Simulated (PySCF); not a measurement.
# C₅H₈N₄: electronic excitations

Aim: predict the electronic excitations of C₅H₈N₄ (`CN(C)c1cnnnc1`).

Computed with PySCF 2.14.0, with density-fitted response routines of our own, on a single molecule in the gas phase. Atoms are numbered from 0 throughout.

## 1. The molecule as given

17 atoms, charge 0, multiplicity 1; geometry from: GFN2-xTB.

Bonds of the start (Å): C0–N1 1.44, N1–C2 1.44, N1–C3 1.35, C3–C4 1.41, C4–N5 1.31, N5–N6 1.29, N6–N7 1.29, N7–C8 1.31, C8–C3 1.41, C0–H9 1.09, C0–H10 1.09, C0–H11 1.09, C2–H12 1.09, C2–H13 1.09, C2–H14 1.09, C4–H15 1.08, C8–H16 1.08.

## 2. Ultraviolet spectrum: CAM-B3LYP/def2-SVPD

What the job is given:

```
{"job": {"kind": "uv", "xc": "CAM-B3LYP", "basis": "def2-SVPD", "nstates": 8, "ntriplets": 3}, "charge": 0, "multiplicity": 1}
C     -1.410725     1.328813     0.192951
N     -0.760425     0.072620    -0.097045
C     -1.540654    -1.051249    -0.558725
C      0.573120    -0.052752     0.069495
C      1.413479     0.988696     0.520670
N      2.709494     0.825923     0.666487
N      3.281012    -0.304972     0.400859
N      2.593164    -1.319825    -0.015180
C      1.292531    -1.240706    -0.186937
H     -2.476783     1.237665     0.003063
H     -1.270218     1.609855     1.240618
H     -1.015621     2.129213    -0.439156
H     -1.204970    -1.382102    -1.545725
H     -2.585489    -0.761737    -0.632226
H     -1.464388    -1.892741     0.135938
H      1.041520     1.971701     0.770816
H      0.817954    -2.146372    -0.535812
```

Level: TDDFT CAM-B3LYP/def2-SVPD, vertical, gas phase, core orbitals frozen in the response.

The run is started by

```
$ OMP_NUM_THREADS=1 python probes_run.py task.json out
```

The driver reads the jobs from task.json and runs them one after another.

The log of the run:

```text
coarse grid: 14640 points
cycle   1  E = -413.6662033324  dE =  1.840e+00  |g| = 4.008e-01  |ddm| = 8.088e+00
cycle   2  E = -413.6795854441  dE = -1.338e-02  |g| = 3.774e-01  |ddm| = 2.325e+00
cycle   3  E = -413.7096750453  dE = -3.009e-02  |g| = 1.249e-01  |ddm| = 1.326e+00
cycle   4  E = -413.7132701876  dE = -3.595e-03  |g| = 3.347e-02  |ddm| = 3.220e-01
cycle   5  E = -413.7134861528  dE = -2.160e-04  |g| = 1.538e-02  |ddm| = 1.230e-01
cycle   6  E = -413.7135372518  dE = -5.110e-05  |g| = 2.603e-03  |ddm| = 3.586e-02
cycle   7  E = -413.7135390987  dE = -1.847e-06  |g| = 9.505e-04  |ddm| = 9.738e-03
final grid: 142984 points
cycle   8  E = -413.7809388058  dE = -4.635e-05  |g| = 3.555e-03  |ddm| = 1.449e-01
cycle   9  E = -413.7809399122  dE = -1.106e-06  |g| = 3.125e-03  |ddm| = 1.947e-02
cycle  10  E = -413.7809421853  dE = -2.273e-06  |g| = 5.015e-04  |ddm| = 5.980e-03
cycle  11  E = -413.7809422356  dE = -5.030e-08  |g| = 2.645e-04  |ddm| = 1.181e-03
cycle  12  E = -413.7809422502  dE = -1.461e-08  |g| = 4.993e-05  |ddm| = 6.841e-04
cycle  13  E = -413.7809422508  dE = -6.249e-10  |g| = 2.692e-05  |ddm| = 1.602e-04
converged SCF energy = -413.7809422508

Static polarisability (au): isotropic 88.292, principal 56.526 90.938 117.413

Singlet excitations
state   eV       nm        f      main configurations
  1   3.9829    311.3   0.00000   H-1->L 0.98
  2   4.2320    293.0   0.00695   H-1->L+1 0.93
  3   4.4966    275.7   0.00283   H-2->L 0.94
  4   4.8010    258.2   0.04927   H->L 0.95
  5   4.8396    256.2   0.00000   H-2->L+1 0.98
  6   5.5117    224.9   0.34651   H->L+1 0.94
  7   5.9651    207.8   0.03391   H->L+2 0.92
  8   6.7266    184.3   0.00147   H-1->L+2 0.75, H-1->L+4 0.19

Triplet excitations (Tamm-Dancoff, eV): 3.1817 3.4615 3.7803
```

Wall time 56 s (1 thread of Arm Neoverse V1, shared host); peak memory 1.1 GiB.

The orbitals next to the gap, with their largest atomic shares:

```tsv
orbital	eV	atoms
HOMO−3	-10.68	N5 26 %, N7 26 %, C8 17 %
HOMO−2	-8.78	N7 36 %, N5 36 %, C8 7 %
HOMO−1	-8.10	N6 49 %, N5 20 %, N7 20 %
HOMO	-8.02	N1 33 %, N6 12 %, C8 10 %
LUMO	-0.13	C4 20 %, C8 20 %, N7 18 %
LUMO+1	0.17	N6 24 %, C3 20 %, N5 13 %
LUMO+2	0.70	C2 20 %, C0 20 %, H13 8 %
```

With each of the 8 states as a Gaussian band of 0.4 eV half-width at 1/e, the curve within the window shown has maxima at 224 nm (ε 15,000) L/(mol cm). Beyond the last state computed it falls off for lack of states. The curve at chosen wavelengths:

| nm | ε (L/mol/cm) |
| --- | --- |
| 176 | 35 |
| 184 | 99 |
| 191 | 351 |
| 199 | 1567 |
| 206 | 4417 |
| 214 | 10019 |
| 222 | 14273 |
| 229 | 13439 |
| 237 | 8997 |
| 244 | 5478 |
| 252 | 3379 |
| 260 | 2510 |
| 267 | 2001 |
| 275 | 1455 |
| 282 | 1046 |
| 290 | 702 |
| 298 | 472 |
| 305 | 332 |
| 313 | 216 |
| 320 | 142 |
| 328 | 83 |
| 336 | 46 |
| 343 | 26 |
| 351 | 13 |
| 358 | 7 |
| 366 | 3 |

Ground-state properties from the same run:

```tsv
property	computed
dipole moment (D)	8.04
polarisability (Å³)	13.08
HOMO–LUMO gap (eV)	7.88
−ε(HOMO) (eV)	8.02
```

## 3. Results

| quantity | value |
| --- | --- |
| lowest singlet (CAM-B3LYP/def2-SVPD) | 3.98 eV (311 nm), f = 0.000 |
| brightest single state of those computed | state 6, 5.51 eV, f = 0.347 |
| lowest triplet | 3.18 eV |

**Reading.** The lowest singlet, at 3.98 eV, is HOMO−1→LUMO 0.98 and is dark; of the 8 states computed, the strongest absorption comes from state 6 at 5.51 eV. The lowest triplet lies 0.80 eV below the lowest singlet (triplets in Tamm-Dancoff, singlets in full TDDFT).
